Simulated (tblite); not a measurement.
# C3H11NOSi4: the cost of one run

The runs use tblite 0.8.0 and PySCF 2.14.0, with density-fitted response routines of our own; the level of theory stands in each step. All values are computed, except where a source is named. Atoms are numbered from 0 throughout.

## Step 1: Starting geometry

20 atoms, charge 0, multiplicity 1; geometry from: force field or distance geometry start.

Bonds of the start (Å): C0–C1 1.19, C1–C2 1.49, C2–Si3 1.89, Si3–N4 1.78, N4–Si5 1.80, Si5–O6 1.71, O6–Si7 1.73, Si5–Si8 2.23, Si8–C2 1.86, C0–H9 1.07, C2–H10 1.10, Si3–H11 1.47, Si3–H12 1.48, N4–H13 1.02, Si5–H14 1.47, Si7–H15 1.47, Si7–H16 1.48, Si7–H17 1.48, Si8–H18 1.47, Si8–H19 1.44.

## Step 2: Geometry optimisation with GFN2-xTB

What the job is given:

```
{"job": {"kind": "relax", "xc": "GFN2-xTB", "basis": "xTB"}, "charge": 0, "multiplicity": 1}
C     -4.213400    -0.426400    -1.061300
C     -3.198400    -0.241100    -0.463000
C     -1.941600    -0.023000     0.311600
Si    -1.060700     1.523000    -0.336900
N      0.632400     1.363600     0.201400
Si     1.145800    -0.299900    -0.272800
O      2.336000    -0.785800     0.848400
Si     3.841300    -0.155100     0.268300
Si    -0.757700    -1.427900     0.023700
H     -5.129900    -0.567400    -1.603000
H     -2.200400     0.116800     1.376500
H     -1.157400     1.534800    -1.808400
H     -1.700500     2.743600     0.200800
H      0.778800     1.549400     1.192800
H      1.591500    -0.352500    -1.668100
H      4.817500     0.031400     1.356700
H      3.638700     1.148700    -0.399900
H      4.328800    -1.179000    -0.688400
H     -0.664600    -2.285100     1.218400
H     -1.091600    -2.257500    -1.109600
```

On the command line:

```console
$ OMP_NUM_THREADS=1 python probes_run.py task.json out
```

One launch serves the whole session: the jobs run in the order shown.

Q: Estimate the wall time and peak memory of this first job on 1 thread of Arm Neoverse N1, shared host.

About 6 s, with a peak of 0.18 GiB.
